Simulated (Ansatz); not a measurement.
# CH4Cl2FNOW: basis-set convergence

How large a basis does CH4Cl2FNOW need? Two functionals are run in growing sets.

The runs use Ansatz 0.2.0, Gaussian basis; one geometry, several basis sets.

The runs, in order: PBE0-D4/def2-SVP; ωB97M-V/def2-SVP; PBE0-D4/def2-QZVPP; ωB97M-V/def2-QZVPP; the functionals' def2-TZVPP values are taken from earlier runs.

### Step 1. The relaxed structure

An earlier PBE0-D4 in a triple-zeta def2 set relaxation fixed the geometry. W takes the def2 core potential; no spin-orbit term is included.

SMILES `C[N]=[W]([OH])([F])([Cl])[Cl]`, 11 atoms, charge 0, spin multiplicity 1.

Atoms are counted from 1 here; the program's logs count them from 0.

Bond lengths: C1–N2 1.407 Å, C1–H8 1.095 Å, C1–H9 1.097 Å, C1–H10 1.095 Å, N2–W3 1.738 Å, W3–O4 1.862 Å, W3–F5 1.857 Å, W3–Cl6 2.374 Å, W3–Cl7 2.294 Å, O4–H11 0.962 Å. Angles: N2–C1–H8 110.7°, N2–C1–H9 109.3°, N2–C1–H10 110.9°, H8–C1–H9 108.7°, H8–C1–H10 108.7°, H9–C1–H10 108.5°, C1–N2–W3 169.3°, N2–W3–O4 98.3°, N2–W3–F5 94.2°, N2–W3–Cl6 172.8°, N2–W3–Cl7 89.4°, O4–W3–F5 117.3°, O4–W3–Cl6 88.5°, O4–W3–Cl7 115.3°, F5–W3–Cl6 84.7°, F5–W3–Cl7 126.1°, Cl6–W3–Cl7 85.6°, W3–O4–H11 118.2°.

Coordinates:

```xyz
11
CH4Cl2FNOW
C     1.0139   -1.6188   -0.4392
N     0.2281   -0.4680   -0.2469
W    -0.4586    1.1034    0.0368
O    -1.9019    0.5788    1.0899
F    -0.7911    1.4336   -1.7598
Cl   -1.1310    3.3592    0.3475
Cl    1.4335    1.6941    1.1912
H     1.1642   -1.8105   -1.5064
H     1.9926   -1.4727    0.0341
H     0.5381   -2.4960    0.0115
H    -2.0223   -0.3600    1.2619
```

### Step 2. PBE0-D4 in def2-SVP

in.yaml

```yaml
crystal:
  periodic: [false, false, false]
  atoms:
    - {symbol: C, position_ang: [1.013897, -1.618806, -0.439159]}
    - {symbol: N, position_ang: [0.228060, -0.468003, -0.246917]}
    - {symbol: W, position_ang: [-0.458588, 1.103382, 0.036791]}
    - {symbol: O, position_ang: [-1.901932, 0.578756, 1.089910]}
    - {symbol: F, position_ang: [-0.791138, 1.433577, -1.759826]}
    - {symbol: Cl, position_ang: [-1.130998, 3.359165, 0.347508]}
    - {symbol: Cl, position_ang: [1.433486, 1.694141, 1.191186]}
    - {symbol: H, position_ang: [1.164217, -1.810529, -1.506391]}
    - {symbol: H, position_ang: [1.992592, -1.472697, 0.034064]}
    - {symbol: H, position_ang: [0.538080, -2.496017, 0.011493]}
    - {symbol: H, position_ang: [-2.022276, -0.359968, 1.261940]}
basis:
  gaussian: {orbitals: def2-SVP}
hamiltonian: {xc: pbe0, dispersion: d4}
output: {orbitals: {seedname: orbitals}}
```

On the command line:

```
$ ansatz run in.yaml --threads 2 --pin off --events-out ev --progress --plain --max-ram 32768MiB --backend cpu
```

Further steps of the session: ωB97M-V in def2-SVP; PBE0-D4 in def2-QZVPP; ωB97M-V in def2-QZVPP.

Q: Predict the results of all the runs planned. Wanted: PBE0-D4: double and triple zeta above quadruple; ωB97M-V: double and triple zeta above quadruple.

The runs gave:

| quantity | value |
| --- | --- |
| PBE0-D4: double and triple zeta above quadruple | 19.27, 1.16 eV |
| ωB97M-V: double and triple zeta above quadruple | 19.40, 1.11 eV |

What this shows: For PBE0-D4 the step from double to triple zeta gains 18.11 eV and the next only 1.16 eV. These are total energies; as a rule much of such shifts cancels in differences, which this series doesn't test.
